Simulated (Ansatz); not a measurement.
# Sn3Se (Fm-3m) in Ansatz: convergence with wavefunction cutoff

Aim: find how far wavefunction cutoff must go before the results for Sn3Se settle, at r2SCAN. This setting moves, with any that are tied to it; all else stays.

Everything below comes from runs of Ansatz 0.2.0. Logs are shortened: lines on timing, memory, paths and dates and some standing lists are left out, and cuts for length are marked.

## Step 1: Starting point

It takes space group Fm-3m (No. 225, cubic). Conventional cell: a = 7.466 Å, b = 7.466 Å, c = 7.466 Å, α = 90.00°, β = 90.00°, γ = 90.00°. Around Sn (site symmetry m-3m) lie 8 Sn at 3.23 Å. Sn (site symmetry -43m) has 4 Sn at 3.23 Å and 4 Se at 3.23 Å as nearest neighbours. Se (site symmetry m-3m) is surrounded by 8 Sn at 3.23 Å.

The cell comes from a database or a generator and needn't be the stable form of this composition.

## Step 2: With wavefunction cutoff 400 eV

input.yaml

```yaml
crystal:
  lattice:
    - [0.0, 3.733138, 3.733138]
    - [3.733138, 0.0, 3.733138]
    - [3.733138, 3.733138, 0.0]
  atoms:
    - { symbol: Sn, position: [0.5, 0.5, 0.5] }
    - { symbol: Sn, position: [0.75, 0.75, 0.75] }
    - { symbol: Sn, position: [0.25, 0.25, 0.25] }
    - { symbol: Se, position: [0.0, 0.0, 0.0] }
hamiltonian:
  xc: r2scan
  pseudopotentials: { kind: nc, accuracy: stringent }
kpoints:
  mp_grid: { grid: [5, 5, 5] }
scf:
  occupations: { method: fermi_dirac, width: 0.1 }
output:
  forces: true
  stress: true
  eigenvalues: true
basis:
  ecutwfc: "400 eV"
```

Potentials or basis: PseudoDojo stringent (PBE files).

Run with:

```sh
> ansatz run input.yaml --threads 2 --pin off --max-ram 5632MiB --backend cpu --events-out ev --progress --plain --runs-dir out
```

Output:

```text
Warning: basis.ecutwfc = 400 eV is below the records' recommended 1414.992085 eV, and the density's cutoff is lower with it unless basis.ecutrho_ratio is high enough to keep the records' density cutoff: compare with a run at a higher cutoff
Warning: hamiltonian.xc reads the kinetic-energy density τ on the library's norm-conserving files, and those of Sn, Se were made for PBE. This build holds files of Sn, Se that were made for r²SCAN, which a deck under this functional can read where it names no table (hamiltonian.pseudopotentials.accuracy or source), types no xc_functional and has no exact exchange, max_exx_coeff or level of output.embedding that keeps them out. To compare such runs, type hamiltonian.pseudopotentials: {kind: paw, frozen_core: stored} on both or, where PAW refuses one, {kind: nc, accuracy: standard}
Warning: RAYON_NUM_THREADS=2 ignored (pool sized by the plan → 2); use --threads N
Engine: ansatz 0.2.0, aarch64-unknown-linux-gnu
Pseudopotentials: kind: nc
Pseudopotential: Sn, nc, valence charge 22, recommended cutoff 1387.780699 eV (normal), Sn.nc.azcp (PseudoDojo's, or run here from an input of PseudoDojo's; its table is named by hamiltonian.pseudopotentials.accuracy)
Pseudopotential: Se, nc, valence charge 24, recommended cutoff 1414.992085 eV (normal), Se.nc.azcp (PseudoDojo's, or run here from an input of PseudoDojo's; its table is named by hamiltonian.pseudopotentials.accuracy)
Functional definition: r2SCAN
  parameter k0 = 0.174
[... 52 lines left out ...]
  atom   4  Se    -0.00000000     0.00000000     0.00000000
  max |Σ_I F_I| component: 3.01e-17 eV/Å
--- Stress (GPa, compression-positive) ---
      -11.435702       0.000000       0.000000
       -0.000000     -11.435702      -0.000000
       -0.000000      -0.000000     -11.435702
  P = ⅓ Tr σ = -11.4357 GPa (-114.357 kbar)
--- Band table (eV; the first three rows and the last of 10) ---
  k-point 0: bands = ["-287.2954", "-167.3427", "-167.3427", "-167.3427", "-132.7115", "-132.6787", "-132.4657", "-86.4819", "-86.4819", "-86.4819", "-86.4582", "-86.4582", "-86.4582", "-85.9834", "-85.9834", "-85.9834", "-34.1813", "-34.1813", "-33.3149", "-33.3149", "-33.3149", "-11.0409", "-7.9475", "-7.9475", "-7.7005", "-7.7005", "-7.2107", "-7.2107", "-7.2107", "-7.2042", "-7.2042", "-7.2042", "-6.8395", "-6.8395", "-6.8395", "-6.0896", "-6.0896", "3.0405", "7.6653", "9.4148", "10.5077", "10.5077", "10.5077", "12.1315", "12.1315", "12.1315", "12.6840", "12.6840", "12.6840", "18.4995", "18.4995", "19.9971", "19.9971", "19.9971"]
  k-point 1: bands = ["-287.1047", "-167.5886", "-166.2963", "-166.2963", "-132.6518", "-132.6369", "-132.4770", "-86.4700", "-86.3395", "-86.3186", "-86.3186", "-86.2432", "-86.2432", "-86.1984", "-86.0158", "-86.0158", "-34.0731", "-33.0361", "-33.0361", "-32.6024", "-32.6024", "-10.9703", "-7.6700", "-7.2881", "-7.2881", "-7.2265", "-7.1841", "-7.1841", "-7.0929", "-7.0929", "-6.9520", "-6.9363", "-6.9363", "-6.6356", "-6.6356", "-6.4474", "-6.4474", "3.2134", "7.0495", "8.5862", "10.2210", "10.3091", "10.3091", "11.8972", "11.8972", "13.3700", "13.3700", "13.3757", "15.0599", "17.5809", "19.2439", "19.2439", "19.8498", "19.8498"]
  k-point 2: bands = ["-286.9462", "-166.5216", "-166.5216", "-165.6131", "-132.6252", "-132.6144", "-132.4519", "-86.3301", "-86.3301", "-86.2322", "-86.2232", "-86.2232", "-86.1016", "-86.1005", "-86.1005", "-85.9809", "-33.0720", "-33.0720", "-32.6588", "-32.1441", "-32.1441", "-10.9055", "-7.2795", "-7.2795", "-7.1451", "-7.0237", "-7.0237", "-6.9767", "-6.9767", "-6.9330", "-6.8496", "-6.8496", "-6.7566", "-6.7566", "-6.5972", "-6.3519", "-6.3519", "3.7241", "5.7037", "7.8842", "10.0846", "10.0846", "11.3378", "11.3378", "11.5969", "14.0842", "15.0974", "15.0974", "16.4092", "17.5864", "17.5864", "18.3000", "22.2809", "22.2809"]
  k-point 9: bands = ["-286.8247", "-166.1952", "-165.9577", "-165.3441", "-132.6095", "-132.5945", "-132.4365", "-86.3005", "-86.2859", "-86.2501", "-86.2265", "-86.1221", "-86.0567", "-86.0267", "-85.9873", "-85.9436", "-32.8400", "-32.6405", "-32.3695", "-31.8645", "-31.7195", "-10.8574", "-7.1928", "-7.1600", "-7.1073", "-7.0691", "-6.9873", "-6.8245", "-6.8242", "-6.8043", "-6.7318", "-6.6708", "-6.6636", "-6.5081", "-6.4604", "-6.4057", "-6.3446", "4.4177", "5.5881", "6.0047", "9.7069", "10.3680", "10.4090", "12.3472", "13.9795", "14.0134", "15.6113", "15.7638", "16.6362", "17.5572", "18.0391", "18.5728", "21.8195", "22.0404"]
```

Wall time 3.2 s (2 threads of Arm Neoverse V2, shared host); peak memory 0.42 GiB.

What came out:

| Item | Value |
| --- | --- |
| Free energy | -26335.9526 eV |
| Pressure | -11.4 GPa |

## Step 3: With wavefunction cutoff 500 eV

input.yaml: that of step 2 with these lines changed.

```diff
@@ -22,2 +22,2 @@
 basis:
-  ecutwfc: "400 eV"
+  ecutwfc: "500 eV"
```

Potentials or basis: PseudoDojo stringent (PBE files).

Run with:

```sh
> ansatz run input.yaml --threads 2 --pin off --max-ram 5632MiB --backend cpu --events-out ev --progress --plain --runs-dir out
```

Run time: 3.8 s. Hardware: 2 threads of Arm Neoverse V2, shared host; peak memory 0.49 GiB.

What came out:

```yaml
Free_energy: -26867.0734 eV
Pressure: -2.4 GPa
```

## Step 4: With wavefunction cutoff 600 eV

input.yaml: that of step 3 with these lines changed.

```diff
@@ -22,2 +22,2 @@
 basis:
-  ecutwfc: "500 eV"
+  ecutwfc: "600 eV"
```

Run with:

```sh
> ansatz run input.yaml --threads 2 --pin off --max-ram 5632MiB --backend cpu --events-out ev --progress --plain --runs-dir out
```

Run time: 4.5 s. Hardware: 2 threads of Arm Neoverse V2, shared host; peak memory 0.62 GiB.

Results:

| Property | Result |
| --- | --- |
| Free energy | -27157.1784 eV |
| Pressure | -3.6 GPa |

## Step 5: With wavefunction cutoff 700 eV

input.yaml: that of step 4 with these lines changed.

```diff
@@ -22,2 +22,2 @@
 basis:
-  ecutwfc: "600 eV"
+  ecutwfc: "700 eV"
```

Run with:

```sh
> ansatz run input.yaml --threads 2 --pin off --max-ram 5632MiB --backend cpu --events-out ev --progress --plain --runs-dir out
```

It took 5.5 s on 2 threads of Arm Neoverse V2, shared host; peak memory 0.7 GiB.

Results:

| Property | Result |
| --- | --- |
| Free energy | -27308.2257 eV |
| Pressure | -1.6 GPa |

## Step 6: With wavefunction cutoff 850 eV

input.yaml: that of step 5 with these lines changed.

```diff
@@ -22,2 +22,2 @@
 basis:
-  ecutwfc: "700 eV"
+  ecutwfc: "850 eV"
```

Potentials or basis: PseudoDojo stringent (PBE files).

Run with:

```sh
> ansatz run input.yaml --threads 2 --pin off --max-ram 5632MiB --backend cpu --events-out ev --progress --plain --runs-dir out
```

Wall time 7.8 s (2 threads of Arm Neoverse V2, shared host); peak memory 0.89 GiB.

The run converged. Its results:

```yaml
Free_energy: -27401.3249 eV
Pressure: -1.4 GPa
```

## Step 7: With wavefunction cutoff 1000 eV

input.yaml: that of step 6 with these lines changed.

```diff
@@ -22,2 +22,2 @@
 basis:
-  ecutwfc: "850 eV"
+  ecutwfc: "1000 eV"
```

Run with:

```sh
> ansatz run input.yaml --threads 2 --pin off --max-ram 5632MiB --backend cpu --events-out ev --progress --plain --runs-dir out
```

It took 9.5 s on 2 threads of Arm Neoverse V2, shared host; peak memory 1.1 GiB.

It converged, with:

| Quantity | Value |
| --- | --- |
| Free energy | -27426.1195 eV |
| Pressure | -1.0 GPa |

## Step 8: With wavefunction cutoff 1200 eV

input.yaml: that of step 7 with these lines changed.

```diff
@@ -22,2 +22,2 @@
 basis:
-  ecutwfc: "1000 eV"
+  ecutwfc: "1200 eV"
```

Run with:

```sh
> ansatz run input.yaml --threads 2 --pin off --max-ram 5632MiB --backend cpu --events-out ev --progress --plain --runs-dir out
```

Run time: 13 s. Hardware: 2 threads of Arm Neoverse V2, shared host; peak memory 1.2 GiB.

Results (log left out):

* Free energy: -27431.2171 eV
* Pressure: -0.9 GPa

## Step 9: With wavefunction cutoff 1400 eV

input.yaml: that of step 8 with these lines changed.

```diff
@@ -22,2 +22,2 @@
 basis:
-  ecutwfc: "1200 eV"
+  ecutwfc: "1400 eV"
```

Potentials or basis: PseudoDojo stringent (PBE files).

Run with:

```sh
> ansatz run input.yaml --threads 2 --pin off --max-ram 5632MiB --backend cpu --events-out ev --progress --plain --runs-dir out
```

It took 17 s on 2 threads of Arm Neoverse V2, shared host; peak memory 1.8 GiB.

The run converged. Its results:

```
Free energy : -27431.4666 eV
Pressure    : -0.9 GPa
```

## Step 10: With wavefunction cutoff 1700 eV

input.yaml: that of step 9 with these lines changed.

```diff
@@ -22,2 +22,2 @@
 basis:
-  ecutwfc: "1400 eV"
+  ecutwfc: "1700 eV"
```

Run with:

```sh
> ansatz run input.yaml --threads 2 --pin off --max-ram 5632MiB --backend cpu --events-out ev --progress --plain --runs-dir out
```

Wall time 20 s (2 threads of Arm Neoverse V2, shared host); peak memory 1.9 GiB.

Results (log left out):

```
Free energy : -27431.4733 eV
Pressure    : -0.9 GPa
```

## Step 11: The series at a glance

| wavefunction cutoff | energy less the tightest run, at zero smearing (meV/atom) | pressure (GPa) | SCF cycles | CPU time (s) | peak memory (GiB) |
| --- | --- | --- | --- | --- | --- |
| 400 eV | 273878.06 | -11.44 | 10 | 6.2 | 0.42 |
| 500 eV | 141098.13 | -2.41 | 9 | 7.5 | 0.49 |
| 600 eV | 68572.87 | -3.57 | 9 | 8.8 | 0.62 |
| 700 eV | 30811.48 | -1.60 | 9 | 10 | 0.7 |
| 850 eV | 7536.97 | -1.36 | 9 | 15 | 0.89 |
| 1000 eV | 1338.42 | -0.98 | 9 | 19 | 1.1 |
| 1200 eV | 64.03 | -0.90 | 9 | 24 | 1.2 |
| 1400 eV | 1.66 | -0.87 | 9 | 33 | 1.8 |
| 1700 eV | 0.00 | -0.88 | 9 | 40 | 1.9 |

Against the tightest run, the pressure stays within 0.1 GPa from 1200 eV on. Not settled before the last step: the energy (to 1 meV/atom). The tightest run that finished is the yardstick and may itself not be fully converged.

Caveats: the meta-GGA runs on potentials made for a GGA; the potentials were made for another functional, which shifts forces and pressure.
